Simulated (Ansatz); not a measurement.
Crystal: Ta3AsAu2O13.

```xyz
19
Lattice="5.7238 -0.0075 -0.0040 1.3028 6.2550 0.0056 0.2757 1.3007 8.3675" Properties=species:S:1:pos:R:3 pbc="T T T"
Ta    1.8016    2.6675    4.8901
Ta    0.6106    1.9943    8.3559
Ta    4.2828    4.5395    4.2252
As    4.7578    6.6860    6.9518
Au    3.4916    0.8150    1.5556
Au    1.4492    5.7148    3.7432
O     4.8936    5.2811    5.9496
O     3.3221    1.7411    5.8246
O     6.2809    6.7422    7.6940
O     3.3672    6.6706    7.9235
O     4.5687    1.8638    0.2577
O     1.7240    1.5064    0.9269
O     0.9962    1.2256    4.1088
O     3.3758    2.9946    3.6400
O     0.9058    2.6910    6.5776
O     6.1615    3.9169    3.8186
O     4.0664    5.7780    2.9290
O     2.4385    4.7506    5.2300
O     6.5613    6.2408    1.8957
```

The cell was built by a generator and needn't be a form met in nature.

Base run:

- Program: Ansatz 0.2.0
- Functional: PBE
- Potentials or basis: all-electron LAPW, scalar-relativistic
- Cutoff: 522 eV (chosen from the basis error)
- Basis error allowed: 0.003 eV/atom
- k mesh: 4 × 4 × 3
- Occupations: fermi-dirac, width 0.05 eV
- Spin: no spin polarisation

Its results: band gap on the k mesh 1.29 eV, indirect (least direct gap 1.36 eV); pressure 0.1 GPa; largest force 0.021 eV/Å.

Task: The run is repeated on the same cell with these changes: hubbard terms from none to Au d U = 6 eV, Ta d U = 6 eV. What comes out?

Result: Band gap on the k mesh 1.44 eV, direct; pressure 2.4 GPa; largest force 0.373 eV/Å.

The U term pushes filled and empty states of the shell apart.

Caveats: spin-orbit coupling is left out, which moves the levels of the heavy elements; an odd mesh through Γ misses points on the zone boundary, where band edges often lie; U is the effective U less J, on atomic orbitals that reach past the spheres (some runs).
